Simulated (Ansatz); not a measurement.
# CH5BFSSb: the cost of one run

Method: RKS r2SCANh/def2-SVP, in Ansatz 0.2.0.

1 further run of the same task is left out (it didn't finish).

### 1 Starting point

Bond lengths: F1–B2 1.494 Å, B2–Sb3 2.217 Å, B2–C4 1.529 Å, C4–S5 1.817 Å, Sb3–H6 1.752 Å, Sb3–H7 1.755 Å, C4–H8 1.129 Å, C4–H9 1.167 Å, S5–H10 1.427 Å. Angles: F1–B2–Sb3 118.1°, F1–B2–C4 123.1°, Sb3–B2–C4 118.6°, B2–Sb3–H6 93.8°, B2–Sb3–H7 93.6°, H6–Sb3–H7 91.6°, B2–C4–S5 113.9°, B2–C4–H8 108.9°, B2–C4–H9 111.1°, S5–C4–H8 106.3°, S5–C4–H9 111.3°, H8–C4–H9 104.7°, C4–S5–H10 90.4°.

Coordinates:

```xyz
10

F     0.4114   -2.3841    0.9445
B     0.2388   -0.9594    0.5306
Sb    1.8856    0.4612    0.9627
C    -1.0565   -0.4158   -0.0729
S    -0.8874    0.1518   -1.7906
H     0.8290    1.8584    0.9850
H     2.2642    0.7114   -0.7325
H    -1.8289   -1.2389   -0.0851
H    -1.5193    0.4142    0.6043
H    -0.2539    1.3500   -1.3430
```

### 2 Relaxing end A

Input file input.yaml:

```yaml
crystal:
  periodic: [false, false, false]
  atoms:
    - { symbol: F, position_ang: [0.4114, -2.3841, 0.9445] }
    - { symbol: B, position_ang: [0.2388, -0.9594, 0.5306] }
    - { symbol: Sb, position_ang: [1.8856, 0.4612, 0.9627] }
    - { symbol: C, position_ang: [-1.0565, -0.4158, -0.0729] }
    - { symbol: S, position_ang: [-0.8874, 0.1518, -1.7906] }
    - { symbol: H, position_ang: [0.829, 1.8584, 0.985] }
    - { symbol: H, position_ang: [2.2642, 0.7114, -0.7325] }
    - { symbol: H, position_ang: [-1.8289, -1.2389, -0.0851] }
    - { symbol: H, position_ang: [-1.5193, 0.4142, 0.6043] }
    - { symbol: H, position_ang: [-0.2539, 1.35, -1.343] }
basis:
  gaussian: { orbitals: def2-SVP }
hamiltonian:
  xc: r2scanh
relax:
  f_tol: 0.015
  max_steps: 40
```

Run with:

```
$ ansatz run input.yaml --threads 2 --pin off --max-ram 3072MiB --backend cpu --events-out ev --progress --plain --runs-dir out
```

**Question.** How long does this run take on 2 threads of AMD EPYC 7R13 (Zen 3), shared host, and how much memory does it need?

About 78 s, with a peak of 0.33 GiB.
